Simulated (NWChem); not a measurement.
# C2H9AlN2 (SMILES C[CH2][Al]([NH2])[NH2]) at 4 levels

Wanted: a comparison of 4 runs (HF/STO-3G, HF/3-21G, B3LYP/6-31G*) of C2H9AlN2. 

Program for the calculation: NWChem 7.3.0.

### 1 The molecule

C2H9AlN2 has 14 atoms, charge 0, and is taken as a singlet. As SMILES, `C[CH2][Al]([NH2])[NH2]`. The shape is that of a PBE0-D4/def2-TZVP optimisation.

Bond lengths: C1–C2 1.530 Å, C2–Al3 1.958 Å, Al3–N4 1.774 Å, Al3–N5 1.774 Å, C1–H6 1.094 Å, C1–H7 1.095 Å, C1–H8 1.094 Å, C2–H9 1.097 Å, C2–H10 1.097 Å, N4–H11 1.006 Å, N4–H12 1.007 Å, N5–H13 1.006 Å, N5–H14 1.006 Å. Some angles: C1–C2–Al3 115.0°, C2–Al3–N4 119.9°, C2–Al3–N5 121.2°, N4–Al3–N5 118.9°, C1–C2–H9 109.9°, C1–C2–H10 109.9°, Al3–C2–H9 108.4°, Al3–C2–H10 108.4°, C2–C1–H6 111.7°, C2–C1–H7 112.3°.

### 2 Energy and gradient at HF/STO-3G (run 1)

c2h9aln2.nw reads:

```
start c2h9aln2
title "C2H9AlN2 gradient"
memory total 2200 mb
geometry units bohr noautosym nocenter noautoz
  C  -2.33267793  2.82419569  1.38989356
  C   0.42197584  2.15334292  0.82618826
  Al  0.95317786 -1.22510945 -0.58808277
  N  -1.66862817 -3.24428181 -1.12306424
  N   4.02530562 -2.32417416 -1.35663438
  H  -3.50052867  2.74785076 -0.31426145
  H  -2.53336684  4.72658298  2.17639758
  H  -3.17303914  1.51518241  2.75144124
  H   1.23436910  3.54418135 -0.47961249
  H   1.55789022  2.32587491  2.55245308
  H  -1.60834590 -5.00531759 -1.83832557
  H  -3.46802538 -2.76202370 -0.73888291
  H   4.45465139 -4.02662843 -2.08758045
  H   5.61286454 -1.30485589 -1.11550533
end
basis spherical bse
  * library STO-3G
end
scf
  thresh 1e-08
  maxiter 80
  noprint "final vectors analysis"
end
task scf gradient
```

Started as:

```
$ nwchem c2h9aln2.nw > c2h9aln2.out
```

Output:

```text
[...]
  functions       =    38
[...]
  wavefunction    = RHF
[...]
         Total SCF energy =   -426.635542146520
      One-electron energy =  -1028.608125359385
      Two-electron energy =    382.050588075370
 Nuclear repulsion energy =    219.921995137495
        Time for solution =      2.3s
[...]
                         RHF ENERGY GRADIENTS
    atom               coordinates                        gradient
                 x          y          z           x          y          z
   1 C      -2.332678   2.824196   1.389894    0.015629  -0.004764  -0.003571
   2 C       0.421976   2.153343   0.826188   -0.028133   0.022279   0.011883
   3 Al      0.953178  -1.225109  -0.588083    0.001966   0.010286   0.004002
   4 N      -1.668628  -3.244282  -1.123064   -0.037838  -0.028402  -0.007439
   5 N       4.025306  -2.324174  -1.356634    0.043460  -0.016253  -0.011172
   6 H      -3.500529   2.747851  -0.314261   -0.004073  -0.000391  -0.004209
   7 H      -2.533367   4.726583   2.176398   -0.001364   0.005096   0.002207
   8 H      -3.173039   1.515182   2.751441   -0.003230  -0.003443   0.003421
   9 H       1.234369   3.544181  -0.479612    0.007002   0.004040  -0.005670
  10 H       1.557890   2.325875   2.552453    0.008215  -0.000442   0.005544
  11 H      -1.608346  -5.005318  -1.838326   -0.000300   0.009008   0.003657
[...]
```

Wall time 3.6 s (1 thread of AMD EPYC 9R45 (Zen 5), shared host); peak memory 0.099 GiB.

### 3 Energy and forces at HF/3-21G (run 2)

run.py reads:

```python
from ase import Atoms
from ase.calculators.nwchem import NWChem

system = Atoms(['C', 'C', 'Al', 'N', 'N', 'H', 'H', 'H', 'H', 'H', 'H', 'H', 'H', 'H'], positions=[
    [-1.234400, 1.494500, 0.735500],
    [0.223300, 1.139500, 0.437200],
    [0.504400, -0.648300, -0.311200],
    [-0.883000, -1.716800, -0.594300],
    [2.130100, -1.229900, -0.717900],
    [-1.852400, 1.454100, -0.166300],
    [-1.340600, 2.501200, 1.151700],
    [-1.679100, 0.801800, 1.456000],
    [0.653200, 1.875500, -0.253800],
    [0.824400, 1.230800, 1.350700],
    [-0.851100, -2.648700, -0.972800],
    [-1.835200, -1.461600, -0.391000],
    [2.357300, -2.130800, -1.104700],
    [2.970200, -0.690500, -0.590300],
])

calc = NWChem(
    label='sp',
    theory='scf',
    memory='2200 mb',
    basis='3-21G',
    basispar='spherical bse',
    scf={'nopen': '0', 'rhf': None, 'thresh': '1e-08', 'maxiter': '80', 'print': 'low'},
)
system.calc = calc

forces = system.get_forces()
print(f"energy = {system.get_potential_energy():.6f} eV")
print("forces (eV/A):")
for s, f in zip(system.symbols, forces):
    print(f"{s:2s} {f[0]:10.5f} {f[1]:10.5f} {f[2]:10.5f}")
```

Started as:

```
$ export ASE_NWCHEM_COMMAND="nwchem PREFIX.nwi > PREFIX.nwo"
$ python run.py
```

Output:

```text
energy = -11687.643805 eV
forces (eV/A):
C    -0.90328    0.23603    0.19098
C     0.77930    0.47946    0.11225
Al   -0.01949   -0.33250   -0.13329
N    -0.37595   -0.27393   -0.07040
N     0.43971   -0.11863   -0.09451
H     0.19628    0.01311    0.19432
H     0.07667   -0.25737   -0.11220
H     0.15679    0.15617   -0.16296
H    -0.15206   -0.09400    0.15036
H    -0.18414    0.02381   -0.14470
H     0.03425    0.14974    0.05687
H     0.13622   -0.03877   -0.02977
H    -0.07256    0.12794    0.05944
H    -0.11169   -0.07107   -0.01646
```

The calculator wrote sp.nwi:

```
title "sp"

permanent_dir sp

scratch_dir sp

start sp

geometry units angstrom nocenter noautosym noautoz
  C  -1.2343999999999999e+00 1.4944999999999999e+00 7.3550000000000004e-01
  C  2.2330000000000000e-01 1.1395000000000000e+00 4.3719999999999998e-01
  Al 5.0439999999999996e-01 -6.4829999999999999e-01 -3.1119999999999998e-01
  N  -8.8300000000000001e-01 -1.7168000000000001e+00 -5.9430000000000005e-01
  N  2.1301000000000001e+00 -1.2299000000000000e+00 -7.1789999999999998e-01
  H  -1.8524000000000000e+00 1.4540999999999999e+00 -1.6630000000000000e-01
  H  -1.3406000000000000e+00 2.5011999999999999e+00 1.1516999999999999e+00
  H  -1.6791000000000000e+00 8.0179999999999996e-01 1.4560000000000000e+00
  H  6.5320000000000000e-01 1.8754999999999999e+00 -2.5380000000000003e-01
  H  8.2440000000000002e-01 1.2307999999999999e+00 1.3507000000000000e+00
  H  -8.5109999999999997e-01 -2.6486999999999998e+00 -9.7280000000000000e-01
  H  -1.8351999999999999e+00 -1.4616000000000000e+00 -3.9100000000000001e-01
  H  2.3573000000000000e+00 -2.1307999999999998e+00 -1.1047000000000000e+00
  H  2.9702000000000002e+00 -6.9050000000000000e-01 -5.9030000000000005e-01
end

memory 2200 mb

basis spherical bse noprint
   * library 3-21G
end

scf
  nopen 0
  rhf
  thresh 1e-08
  maxiter 80
  print low
end

task scf gradient
```

sp.nwo:

```text
Northwest Computational Chemistry Package (NWChem) 7.3.0
             --------------------------------------------------------

           Job information
           ---------------

    nwchem branch   = 7.3.0
    use scalapack   = T
    input           = sp.nwi
    prefix          = sp.
    data base       = sp/sp.db
    status          = startup
    nproc           =        1

           Memory information
           ------------------

    heap     =     72089596 doubles =      550.0 Mbytes
    stack    =     72089601 doubles =      550.0 Mbytes
    global   =    144179200 doubles =     1100.0 Mbytes (distinct from heap & stack)
    total    =    288358397 doubles =     2200.0 Mbytes
    verify   = yes
    hardfail = no

[... 38 lines left out ...]
            Nuclear Dipole moment (a.u.)
[... 80 lines left out ...]
       Final RHF  results
       ------------------

         Total SCF energy =   -429.512991152601
      One-electron energy =  -1029.139255895504
      Two-electron energy =    379.704253759189
 Nuclear repulsion energy =    219.922010983714

        Time for solution =      3.0s

                              NWChem Gradients Module
                              -----------------------

                         RHF ENERGY GRADIENTS

    atom               coordinates                        gradient
                 x          y          z           x          y          z
   1 C      -2.332678   2.824195   1.389893    0.017566  -0.004590  -0.003714
   2 C       0.421976   2.153343   0.826188   -0.015155  -0.009324  -0.002183
   3 Al      0.953178  -1.225109  -0.588083    0.000379   0.006466   0.002592
[... 10 lines of this table left out ...]
  14 H       5.612864  -1.304856  -1.115505    0.002172   0.001382   0.000320

 Task  times  cpu:        3.5s     wall:        3.5s
 Total times  cpu:        3.5s     wall:        3.5s
```

Run time: 4.5 s. Hardware: 1 thread of AMD EPYC 9R45 (Zen 5), shared host; peak memory 0.099 GiB.

Run 3 isn't shown in full; the table further down has it.

### 4 Energy and forces at B3LYP/6-31G(d) (Cartesian functions) (run 4)

c2h9aln2.nw reads:

```
start c2h9aln2
memory total 2200 mb
charge 0
geometry units angstroms noautosym nocenter noautoz
C    -1.234400    1.494500    0.735500
C     0.223300    1.139500    0.437200
Al    0.504400   -0.648300   -0.311200
N    -0.883000   -1.716800   -0.594300
N     2.130100   -1.229900   -0.717900
H    -1.852400    1.454100   -0.166300
H    -1.340600    2.501200    1.151700
H    -1.679100    0.801800    1.456000
H     0.653200    1.875500   -0.253800
H     0.824400    1.230800    1.350700
H    -0.851100   -2.648700   -0.972800
H    -1.835200   -1.461600   -0.391000
H     2.357300   -2.130800   -1.104700
H     2.970200   -0.690500   -0.590300
end
basis "ao basis" cartesian
* library 6-31G*
end
dft
xc b3lyp
mult 1
grid fine
convergence energy 1e-08
maxiter 100
mulliken
print medium
end
task dft gradient
```

Started as:

```
$ nwchem c2h9aln2.nw > c2h9aln2.out
```

Output:

```text
[...]
          Wavefunction type:  closed shell.
          No. of atoms     :    14
          No. of electrons :    48
[...]
          Charge           :     0
          Spin multiplicity:     1
[...]
          AO basis - number of functions:    97
[...]
              XC Information
              --------------
                         B3LYP Method XC Potential
                     Hartree-Fock (Exact) Exchange  0.200
                        Slater Exchange Functional  0.800 local
                    Becke 1988 Exchange Functional  0.720 non-local
              Lee-Yang-Parr Correlation Functional  0.810
                  VWN I RPA Correlation Functional  0.190 local
[...]
 d= 0,ls=0.0,diis     1   -433.5500511776 -6.53D+02  1.11D-02  8.91D-01     2.3
[...]
 d= 0,ls=0.0,diis    10   -433.6380962087 -5.84D-10  1.16D-07  2.43D-10    18.3
         Total DFT energy =     -433.638096208746
      One electron energy =    -1032.464565396107
           Coulomb energy =      425.754530390197
    Exchange-Corr. energy =      -46.850072186550
 Nuclear repulsion energy =      219.922010983714
[...]
  wavefunction    = closed shell
                         DFT ENERGY GRADIENTS
    atom               coordinates                        gradient
                 x          y          z           x          y          z
   1 C      -2.332678   2.824195   1.389893    0.002914  -0.000850  -0.000645
   2 C       0.421976   2.153343   0.826188   -0.003929  -0.000140   0.000311
   3 Al      0.953178  -1.225109  -0.588083    0.000614  -0.002382  -0.000988
   4 N      -1.668628  -3.244282  -1.123064    0.000916   0.001119   0.000347
   5 N       4.025305  -2.324174  -1.356634   -0.001416   0.000403   0.000306
   6 H      -3.500528   2.747851  -0.314261    0.001385  -0.000187   0.001829
   7 H      -2.533367   4.726583   2.176397    0.000500  -0.002489  -0.001045
   8 H      -3.173039   1.515182   2.751441    0.001031   0.001236  -0.001684
   9 H       1.234369   3.544181  -0.479612   -0.000422  -0.001859   0.001079
  10 H       1.557890   2.325875   2.552453   -0.000728  -0.000639  -0.001923
  11 H      -1.608346  -5.005317  -1.838325   -0.000053   0.004908   0.001979
[...]
```

Wall time 23 s (1 thread of AMD EPYC 9R45 (Zen 5), shared host); peak memory 0.13 GiB.

### 5 The series

```tsv
run	level	iteration cap	module	energy (Eh)	dipole moment (D)	largest force (eV/Å)	wall time
1	HF/STO-3G	80	scf	-426.635542	0.59	2.463	3.6 s
2	HF/3-21G	80	scf	-429.512991	–	0.953	4.5 s
3	B3LYP/6-31G* (spherical functions)	100	dft	-433.632577	0.78	0.274	23 s
4	B3LYP/6-31G* (Cartesian functions)	100	dft	-433.638096	0.77	0.274	23 s
```

### 6 Summary of results

```
                       quantity          value
            run 4: total energy  -433.63810 Eh
           run 4: dipole moment         0.77 D
             run 4: HOMO energy       -6.04 eV
             run 4: LUMO energy        0.62 eV
           run 4: HOMO–LUMO gap        6.66 eV
run 4: largest force on an atom     0.274 eV/Å
```

In words: Over runs 1, 3, 4 the dipole moment (its size) runs from 0.59 D (HF/STO-3G) to 0.78 D (B3LYP/6-31G*). The two ends differ in method and basis. In run 1 the basis is minimal, so the values are rough. All runs together took 54 s, the longest 23 s.
